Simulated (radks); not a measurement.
# Ce with its nuclear charge varied continuously

Aim: the energy of 58 electrons in [Xe] 4f1 5d1 6s2 as the nuclear charge moves through non-integer values, and a test of dE/dZ = E(electron-nucleus)/Z.

The numbers are computed with radks (a radial shooting solver on a logarithmic mesh, Libxc functionals) version 1 (scalar-relativistic Kohn-Sham, LDA (Slater exchange, Perdew-Wang correlation), spin-polarised, spherical densities, point nucleus; open shells are filled with parallel spins first), except any that are marked as measured or tabulated.

## Step 1: What is computed

- element: cerium (Z = 58)
- charge: 0
- electrons: 58
- configuration: [Xe] 4f1 5d1 6s2

Outer shells as boxes (Hund's rule):

Ce
```
[Xe] core
4f [↑ ][  ][  ][  ][  ][  ][  ]
5d [↑ ][  ][  ][  ][  ]
6s [↑↓]
```

In the logs a row gives level, spin channel, occupation and eigenvalue; Etot, Ekin, Encl (electron-nucleus), Eh (Hartree) and Exc are energies, all in hartree; err is the last residual, it the number of iterations.

## Step 2: Z = 58

The run's settings:

```text
Z 58
configuration [Xe] 4f1 5d1 6s2
relativity scalar-relativistic
functional lda,pw
spin polarised
nucleus point
c 137.035999084
```

Log:

```text
1s      1   1.0000       -1478.41838817
2s      1   1.0000        -236.75449173
2p      1   3.0000        -212.14218789
3s      1   1.0000         -50.96689522
3p      1   3.0000         -43.13871177
3d      1   5.0000         -31.98863561
4s      1   1.0000         -10.30934030
4p      1   3.0000          -7.75184312
4d      1   5.0000          -4.07010014
4f      1   1.0000          -0.21795359
5s      1   1.0000          -1.50785800
5p      1   3.0000          -0.86723092
5d      1   1.0000          -0.12566085
6s      1   1.0000          -0.14792401
1s      2   1.0000       -1478.41842025
2s      2   1.0000        -236.75330204
2p      2   3.0000        -212.14127971
3s      2   1.0000         -50.95663685
3p      2   3.0000         -43.12849578
3d      2   5.0000         -31.98021349
4s      2   1.0000         -10.28143202
4p      2   3.0000          -7.72378862
4d      2   5.0000          -4.04182618
4f      2   0.0000          -0.18979362
5s      2   1.0000          -1.48114792
5p      2   3.0000          -0.84120665
5d      2   0.0000          -0.10515341
6s      2   1.0000          -0.13577499
Etot -8853.89896560402
Ekin 9382.408454948705
Encl -21453.69681225269
Eh 3419.9984374108926
Exc -202.60904571092908
err 9.928219681102203e-10
it 14
```

The top filled level is 5d up, -3.419 eV.

Sizes of the orbitals, from the radial functions (bohr):

```csv
level,occupation,energy (eV),<r>,outermost maximum (interpolated),90 % within,nodes
5p up,3,-23.599,1.759,1.54,2.57,3
5p down,3,-22.890,1.761,1.54,2.58,3
4f up,1,-5.931,1.101,0.709,1.90,0
4f down,0,-5.165,1.105,0.709,1.91,0
6s up,1,-4.025,4.252,3.66,6.23,5
6s down,1,-3.695,4.369,3.73,6.43,5
5d up,1,-3.419,2.908,2.18,4.63,2
5d down,0,-2.861,3.007,2.19,4.85,2
```

The radial density on a logarithmic grid:

```csv
r (bohr),4πr²ρ (e/bohr)
0.00101,2.823
0.00161,6.103
0.00256,12.66
0.00407,24.62
0.00642,42.81
0.0102,64.17
0.0162,76.16
0.0258,70.21
0.0408,70.67
0.0648,96.56
0.103,87.44
0.164,76.96
0.259,77.30
0.411,31.71
0.654,35.12
1.04,12.94
1.64,7.080
2.61,2.066
4.15,0.7479
6.60,0.1528
```

## Step 3: Z = 57.8

Changes since step 2:

```diff
@@ -1,2 +1,2 @@
-Z 58
+Z 57.8
 configuration [Xe] 4f1 5d1 6s2
```

Log:

```text
1s      1   1.0000       -1467.06620345
2s      1   1.0000        -234.58090035
2p      1   3.0000        -210.21760400
3s      1   1.0000         -50.34377603
3p      1   3.0000         -42.58834043
3d      1   5.0000         -31.51688224
4s      1   1.0000         -10.09566637
4p      1   3.0000          -7.56517000
4d      1   5.0000          -3.91897828
4f      1   1.0000          -0.12020460
5s      1   1.0000          -1.42113053
5p      1   3.0000          -0.79271325
5d      1   1.0000          -0.07509054
6s      1   1.0000          -0.10903323
1s      2   1.0000       -1467.06623812
2s      2   1.0000        -234.57983776
2p      2   3.0000        -210.21679734
3s      2   1.0000         -50.33410820
3p      2   3.0000         -42.57871298
3d      2   5.0000         -31.50895872
4s      2   1.0000         -10.06896132
4p      2   3.0000          -7.53827357
4d      2   5.0000          -3.89179798
4f      2   0.0000          -0.09313932
5s      2   1.0000          -1.39526744
5p      2   3.0000          -0.76752219
5d      2   0.0000          -0.05565164
6s      2   1.0000          -0.09708674
Etot -8779.75821801059
Ekin 9300.010956950315
Encl -21275.499466562655
Eh 3397.250069889624
Exc -201.51977828787324
err 1.601679299315294e-09
it 14
```

E − E(step 2, Z = 58) = +2017.5 eV. The top filled level is 5d up, -2.043 eV.

## Step 4: Z = 57.9

Changes since step 3:

```diff
@@ -1,2 +1,2 @@
-Z 57.8
+Z 57.9
 configuration [Xe] 4f1 5d1 6s2
```

Log:

```text
1s      1   1.0000       -1472.73521192
2s      1   1.0000        -235.66547428
2p      1   3.0000        -211.17798839
3s      1   1.0000         -50.65409588
3p      1   3.0000         -42.86236524
3d      1   5.0000         -31.75164402
4s      1   1.0000         -10.20159601
4p      1   3.0000          -7.65763105
4d      1   5.0000          -3.99368971
4f      1   1.0000          -0.16816055
5s      1   1.0000          -1.46383591
5p      1   3.0000          -0.82935094
5d      1   1.0000          -0.09977730
6s      1   1.0000          -0.12808592
1s      2   1.0000       -1472.73524535
2s      2   1.0000        -235.66434786
2p      2   3.0000        -211.17713079
3s      2   1.0000         -50.64412913
3p      2   3.0000         -42.85243986
3d      2   5.0000         -31.74346815
4s      2   1.0000         -10.17427569
4p      2   3.0000          -7.63014172
4d      2   5.0000          -3.96594872
4f      2   0.0000          -0.14053178
5s      2   1.0000          -1.43753618
5p      2   3.0000          -0.80373043
5d      2   0.0000          -0.07978284
6s      2   1.0000          -0.11603799
Etot -8816.78296836854
Ekin 9341.150733263134
Encl -21364.52135408562
Eh 3408.6525390402885
Exc -202.0648865863429
err 9.93972950397784e-10
it 14
```

Energy against step 2 (Z = 58): +1010.0 eV. The top filled level is 5d up, -2.715 eV.

## Step 5: Z = 58.1

Changes since step 4:

```diff
@@ -1,2 +1,2 @@
-Z 57.9
+Z 58.1
 configuration [Xe] 4f1 5d1 6s2
```

Log:

```text
1s      1   1.0000       -1484.11561812
2s      1   1.0000        -237.84782291
2p      1   3.0000        -213.11007039
3s      1   1.0000         -51.28203435
3p      1   3.0000         -43.41723972
3d      1   5.0000         -32.22771695
4s      1   1.0000         -10.41876257
4p      1   3.0000          -7.84767055
4d      1   5.0000          -4.14807655
4f      1   1.0000          -0.26944696
5s      1   1.0000          -1.55308877
5p      1   3.0000          -0.90625294
5d      1   1.0000          -0.15266162
6s      1   1.0000          -0.16850185
1s      2   1.0000       -1484.11564878
2s      2   1.0000        -237.84657040
2p      2   3.0000        -213.10911195
3s      2   1.0000         -51.27149044
3p      2   3.0000         -43.40673921
3d      2   5.0000         -32.21905367
4s      2   1.0000         -10.39028958
4p      2   3.0000          -7.81907447
4d      2   5.0000          -4.11929306
4f      2   0.0000          -0.24078182
5s      2   1.0000          -1.52599016
5p      2   3.0000          -0.87984621
5d      2   0.0000          -0.13167526
6s      2   1.0000          -0.15625213
Etot -8891.106176199139
Ekin 9423.784190399023
Encl -21543.033153942102
Eh 3431.295186873102
Exc -203.15239952916085
err 2.6163674584320543e-09
it 14
```

Energy against step 2 (Z = 58): -1012.5 eV. 5d up is the highest filled level (-4.154 eV).

## Step 6: Z = 58.2

Changes since step 5:

```diff
@@ -1,2 +1,2 @@
-Z 58.1
+Z 58.2
 configuration [Xe] 4f1 5d1 6s2
```

Log:

```text
1s      1   1.0000       -1489.82681649
2s      1   1.0000        -238.94536810
2p      1   3.0000        -214.08153369
3s      1   1.0000         -51.59940540
3p      1   3.0000         -43.69784057
3d      1   5.0000         -32.46877962
4s      1   1.0000         -10.52975677
4p      1   3.0000          -7.94500800
4d      1   5.0000          -4.22751557
4f      1   1.0000          -0.32253243
5s      1   1.0000          -1.59944337
5p      1   3.0000          -0.94633809
5d      1   1.0000          -0.18071457
6s      1   1.0000          -0.18978222
1s      2   1.0000       -1489.82684565
2s      2   1.0000        -238.94405319
2p      2   3.0000        -214.08052526
3s      2   1.0000         -51.58858114
3p      2   3.0000         -43.68706072
3d      2   5.0000         -32.45987956
4s      2   1.0000         -10.50073937
4p      2   3.0000          -7.91589086
4d      2   5.0000          -4.19824278
4f      2   0.0000          -0.29338376
5s      2   1.0000          -1.57197467
5p      2   3.0000          -0.91956686
5d      2   0.0000          -0.15927718
6s      2   1.0000          -0.17743219
Etot -8928.40457785083
Ekin 9465.278028987675
Encl -21632.53609986025
Eh 3442.5485513851
Exc -203.6950583633578
err 2.067146818906105e-09
it 14
```

Energy against step 2 (Z = 58): -2027.4 eV. 6s down is the highest filled level (-4.828 eV).

## Step 7: Z = 58.3

Changes since step 6:

```diff
@@ -1,2 +1,2 @@
-Z 58.2
+Z 58.3
 configuration [Xe] 4f1 5d1 6s2
```

Log:

```text
1s      1   1.0000       -1495.55191779
2s      1   1.0000        -240.04704831
2p      1   3.0000        -215.05649612
3s      1   1.0000         -51.91892229
3p      1   3.0000         -43.98042752
3d      1   5.0000         -32.71173687
4s      1   1.0000         -10.64223792
4p      1   3.0000          -8.04377096
4d      1   5.0000          -4.30833419
4f      1   1.0000          -0.37712176
5s      1   1.0000          -1.64685315
5p      1   3.0000          -0.98742241
5d      1   1.0000          -0.20976525
6s      1   1.0000          -0.21173394
1s      2   1.0000       -1495.55194540
2s      2   1.0000        -240.04567135
2p      2   3.0000        -215.05543795
3s      2   1.0000         -51.90782217
3p      2   3.0000         -43.96937283
3d      2   5.0000         -32.70260380
4s      2   1.0000         -10.61269405
4p      2   3.0000          -8.01415089
4d      2   5.0000          -4.27858985
4f      2   0.0000          -0.34750794
5s      2   1.0000          -1.61903019
5p      2   3.0000          -0.96030205
5d      2   0.0000          -0.18790013
6s      2   1.0000          -0.19928402
Etot -8965.794157164624
Ekin 9506.890075648658
Encl -21722.210278203078
Eh 3453.7631553252886
Exc -204.237109935493
err 1.6498304383875526e-09
it 14
```

E − E(step 2, Z = 58) = -3044.8 eV. 6s down is the highest filled level (-5.423 eV).

## Step 8: Z = 58.4

Changes since step 7:

```diff
@@ -1,2 +1,2 @@
-Z 58.3
+Z 58.4
 configuration [Xe] 4f1 5d1 6s2
```

Log:

```text
1s      1   1.0000       -1501.29087089
2s      1   1.0000        -241.15279946
2p      1   3.0000        -216.03489085
3s      1   1.0000         -52.24051464
3p      1   3.0000         -44.26492948
3d      1   5.0000         -32.95651752
4s      1   1.0000         -10.75613624
4p      1   3.0000          -8.14388999
4d      1   5.0000          -4.39046416
4f      1   1.0000          -0.43314146
5s      1   1.0000          -1.69526135
5p      1   3.0000          -1.02945295
5d      1   1.0000          -0.23976734
6s      1   1.0000          -0.23433037
1s      2   1.0000       -1501.29089689
2s      2   1.0000        -241.15136076
2p      2   3.0000        -216.03378314
3s      2   1.0000         -52.22914259
3p      2   3.0000         -44.25360390
3d      2   5.0000         -32.94715482
4s      2   1.0000         -10.72608198
4p      2   3.0000          -8.11378317
4d      2   5.0000          -4.36026402
4f      2   0.0000          -0.40307831
5s      2   1.0000          -1.66709788
5p      2   3.0000          -1.00199679
5d      2   0.0000          -0.21749424
6s      2   1.0000          -0.22178101
Etot -9003.274908024125
Ekin 9548.620447236191
Encl -21812.05952780362
Eh 3464.942798427667
Exc -204.77862588436474
err 1.1217530740509075e-08
it 13
```

E − E(step 2, Z = 58) = -4064.7 eV. The top filled level is 6s down, -6.035 eV.

## Step 9: Z = 58.5

Changes since step 8:

```diff
@@ -1,2 +1,2 @@
-Z 58.4
+Z 58.5
 configuration [Xe] 4f1 5d1 6s2
```

Log:

```text
1s      1   1.0000       -1507.04363547
2s      1   1.0000        -242.26256871
2p      1   3.0000        -217.01666220
3s      1   1.0000         -52.56412384
3p      1   3.0000         -44.55128709
3d      1   5.0000         -33.20306217
4s      1   1.0000         -10.87139337
4p      1   3.0000          -8.24530695
4d      1   5.0000          -4.47384832
4f      1   1.0000          -0.49052922
5s      1   1.0000          -1.74462029
5p      1   3.0000          -1.07238519
5d      1   1.0000          -0.27068093
6s      1   1.0000          -0.25754848
1s      2   1.0000       -1507.04365982
2s      2   1.0000        -242.26106855
2p      2   3.0000        -217.01550514
3s      2   1.0000         -52.55248338
3p      2   3.0000         -44.53969414
3d      2   5.0000         -33.19347280
4s      2   1.0000         -10.84084329
4p      2   3.0000          -8.21472803
4d      2   5.0000          -4.44320652
4f      2   0.0000          -0.46003059
5s      2   1.0000          -1.71612834
5p      2   3.0000          -1.04460484
5d      2   0.0000          -0.24801674
6s      2   1.0000          -0.24490010
Etot -9040.846830386285
Ekin 9590.469270966778
Encl -21902.087095578485
Eh 3476.090660147767
Exc -205.31966592234465
err 1.0026191876983534e-08
it 13
```

Energy against step 2 (Z = 58): -5087.1 eV. The top filled level is 6s down, -6.664 eV.

## Step 10: Z = 58.6

Changes since step 9:

```diff
@@ -1,2 +1,2 @@
-Z 58.5
+Z 58.6
 configuration [Xe] 4f1 5d1 6s2
```

Log:

```text
1s      1   1.0000       -1512.81017955
2s      1   1.0000        -243.37631189
2p      1   3.0000        -218.00176309
3s      1   1.0000         -52.88970034
3p      1   3.0000         -44.83945007
3d      1   5.0000         -33.45132038
4s      1   1.0000         -10.98795978
4p      1   3.0000          -8.34797245
4d      1   5.0000          -4.55843810
4f      1   1.0000          -0.54923153
5s      1   1.0000          -1.79488931
5p      1   3.0000          -1.11618111
5d      1   1.0000          -0.30247120
6s      1   1.0000          -0.28136810
1s      2   1.0000       -1512.81020220
2s      2   1.0000        -243.37475051
2p      2   3.0000        -218.00055684
3s      2   1.0000         -52.87779461
3p      2   3.0000         -44.82759290
3d      2   5.0000         -33.44150703
4s      2   1.0000         -10.95692716
4p      2   3.0000          -8.31693475
4d      2   5.0000          -4.52736742
4f      2   0.0000          -0.51830964
5s      2   1.0000          -1.76607950
5p      2   3.0000          -1.08808681
5d      2   0.0000          -0.27943061
6s      2   1.0000          -0.26862114
Etot -9078.509929359312
Ekin 9632.436681627958
Encl -21992.295771351204
Eh 3487.209441013476
Exc -205.86028064954274
err 2.198444520106145e-09
it 13
```

E − E(step 2, Z = 58) = -6112.0 eV. 6s down is the highest filled level (-7.310 eV).

## Step 11: Z = 58.7

Changes since step 10:

```diff
@@ -1,2 +1,2 @@
-Z 58.6
+Z 58.7
 configuration [Xe] 4f1 5d1 6s2
```

Log:

```text
1s      1   1.0000       -1518.59047773
2s      1   1.0000        -244.49399163
2p      1   3.0000        -218.99015321
3s      1   1.0000         -53.21720174
3p      1   3.0000         -45.12937524
3d      1   5.0000         -33.70124883
4s      1   1.0000         -11.10579290
4p      1   3.0000          -8.45184400
4d      1   5.0000          -4.64419167
4f      1   1.0000          -0.60920189
5s      1   1.0000          -1.84603337
5p      1   3.0000          -1.16080794
5d      1   1.0000          -0.33510754
6s      1   1.0000          -0.30577138
1s      2   1.0000       -1518.59049866
2s      2   1.0000        -244.49236926
2p      2   3.0000        -218.98889790
3s      2   1.0000         -53.20503358
3p      2   3.0000         -45.11725669
3d      2   5.0000         -33.69121393
4s      2   1.0000         -11.07428994
4p      2   3.0000          -8.42035972
4d      2   5.0000          -4.61270375
4f      2   0.0000          -0.57786762
5s      2   1.0000          -1.81691514
5p      2   3.0000          -1.13240878
5d      2   0.0000          -0.31170345
6s      2   1.0000          -0.29292630
Etot -9116.264214483279
Ekin 9674.522821216113
Encl -22082.687985081433
Eh 3498.3014629100076
Exc -206.40051352796513
err 8.134255815115853e-09
it 13
```

Energy against step 2 (Z = 58): -7139.3 eV. Highest occupied level: 6s down at -7.971 eV.

## Step 12: Z = 58.8

Changes since step 11:

```diff
@@ -1,2 +1,2 @@
-Z 58.7
+Z 58.8
 configuration [Xe] 4f1 5d1 6s2
```

Log:

```text
1s      1   1.0000       -1524.38451003
2s      1   1.0000        -245.61557613
2p      1   3.0000        -219.98179774
3s      1   1.0000         -53.54659141
3p      1   3.0000         -45.42102520
3d      1   5.0000         -33.95280995
4s      1   1.0000         -11.22485580
4p      1   3.0000          -8.55688470
4d      1   5.0000          -4.73107273
4f      1   1.0000          -0.67039953
5s      1   1.0000          -1.89802201
5p      1   3.0000          -1.20623717
5d      1   1.0000          -0.36856288
6s      1   1.0000          -0.33074245
1s      2   1.0000       -1524.38452920
2s      2   1.0000        -245.61389297
2p      2   3.0000        -219.98049350
3s      2   1.0000         -53.53416341
3p      2   3.0000         -45.40864787
3d      2   5.0000         -33.94255572
4s      2   1.0000         -11.19289377
4p      2   3.0000          -8.52496508
4d      2   5.0000          -4.69917820
4f      2   0.0000          -0.63866262
5s      2   1.0000          -1.86860379
5p      2   3.0000          -1.17754124
5d      2   0.0000          -0.34480664
6s      2   1.0000          -0.31779968
Etot -9154.10969915595
Ekin 9716.727837623042
Encl -22173.265876559624
Eh 3509.3687420873466
Exc -206.94040230671376
err 7.606796838576936e-09
it 13
```

Energy against step 2 (Z = 58): -8169.2 eV. Highest occupied level: 6s down at -8.648 eV.

## Step 13: Z = 58.9

Changes since step 12:

```diff
@@ -1,2 +1,2 @@
-Z 58.8
+Z 58.9
 configuration [Xe] 4f1 5d1 6s2
```

Log:

```text
1s      1   1.0000       -1530.19226078
2s      1   1.0000        -246.74103807
2p      1   3.0000        -220.97666633
3s      1   1.0000         -53.87783741
3p      1   3.0000         -45.71436723
3d      1   5.0000         -34.20597082
4s      1   1.0000         -11.34511612
4p      1   3.0000          -8.66306218
4d      1   5.0000          -4.81904939
4f      1   1.0000          -0.73278837
5s      1   1.0000          -1.95082849
5p      1   3.0000          -1.25244374
5d      1   1.0000          -0.40281305
6s      1   1.0000          -0.35626708
1s      2   1.0000       -1530.19227816
2s      2   1.0000        -246.73929428
2p      2   3.0000        -220.97531326
3s      2   1.0000         -53.86515194
3p      2   3.0000         -45.70173348
3d      2   5.0000         -34.19549930
4s      2   1.0000         -11.31270548
4p      2   3.0000          -8.63071765
4d      2   5.0000          -4.78675806
4f      2   0.0000          -0.70065764
5s      2   1.0000          -1.92111787
5p      2   3.0000          -1.22345831
5d      2   0.0000          -0.37871478
6s      2   1.0000          -0.34322705
Etot -9192.046400164967
Ekin 9759.051884159227
Encl -22264.03135015441
Eh 3520.4130459329012
Exc -207.4799801026831
err 6.930277606908754e-09
it 13
```

E − E(step 2, Z = 58) = -9201.5 eV. 6s down is the highest filled level (-9.340 eV).

## Step 14: Z = 59

Changes since step 13:

```diff
@@ -1,2 +1,2 @@
-Z 58.9
+Z 59
 configuration [Xe] 4f1 5d1 6s2
```

Log:

```text
1s      1   1.0000       -1536.01371796
2s      1   1.0000        -247.87035385
2p      1   3.0000        -221.97473229
3s      1   1.0000         -54.21091167
3p      1   3.0000         -46.00937246
3d      1   5.0000         -34.46070239
4s      1   1.0000         -11.46654530
4p      1   3.0000          -8.77034784
4d      1   5.0000          -4.90809349
4f      1   1.0000          -0.79633629
5s      1   1.0000          -2.00442921
5p      1   3.0000          -1.29940552
5d      1   1.0000          -0.43783638
6s      1   1.0000          -0.38233243
1s      2   1.0000       -1536.01373353
2s      2   1.0000        -247.86854960
2p      2   3.0000        -221.97333049
3s      2   1.0000         -54.19797091
3p      2   3.0000         -45.99648449
3d      2   5.0000         -34.45001544
4s      2   1.0000         -11.43369578
4p      2   3.0000          -8.73758807
4d      2   5.0000          -4.87541440
4f      2   0.0000          -0.76381972
5s      2   1.0000          -1.97443301
5p      2   3.0000          -1.27013714
5d      2   0.0000          -0.41340516
6s      2   1.0000          -0.36919557
Etot -9230.07433730438
Ekin 9801.495118412324
Encl -22354.986114974614
Eh 3531.4359354706166
Exc -208.01927621270738
err 7.608510384758729e-09
it 13
```

Energy against step 2 (Z = 58): -10236.3 eV. 6s down is the highest filled level (-10.046 eV).

## Step 15: What came out

```csv
Z,E (hartree),E(electron-nucleus)/Z (hartree),highest level,its energy (eV),<r> (bohr)
57.8,-8779.7582,-368.088,5d up,-2.043,3.085
57.9,-8816.7830,-368.990,5d up,-2.715,2.991
58,-8853.8990,-369.891,5d up,-3.419,2.908
58.1,-8891.1062,-370.792,5d up,-4.154,2.833
58.2,-8928.4046,-371.693,6s down,-4.828,4.195
58.3,-8965.7942,-372.594,6s down,-5.423,4.115
58.4,-9003.2749,-373.494,6s down,-6.035,4.041
58.5,-9040.8468,-374.395,6s down,-6.664,3.970
58.6,-9078.5099,-375.295,6s down,-7.310,3.904
58.7,-9116.2642,-376.196,6s down,-7.971,3.841
58.8,-9154.1097,-377.096,6s down,-8.648,3.781
58.9,-9192.0464,-377.997,6s down,-9.340,3.723
59,-9230.0743,-378.898,6s down,-10.046,3.669
```

What this shows: At Z = 58 the central difference of E is -371.616 hartree, against -369.891 from the Hellmann-Feynman theorem; the scalar-relativistic energy here is not variational, so the two differ by a part that grows with Z. The top level goes from -2.043 eV at Z = 57.8 to -10.046 eV at Z = 59. Between Z = 58.1 and 58.2 the top level changes from 5d up to 6s down, so the curve of the top level has a kink there, while E(Z) stays smooth.
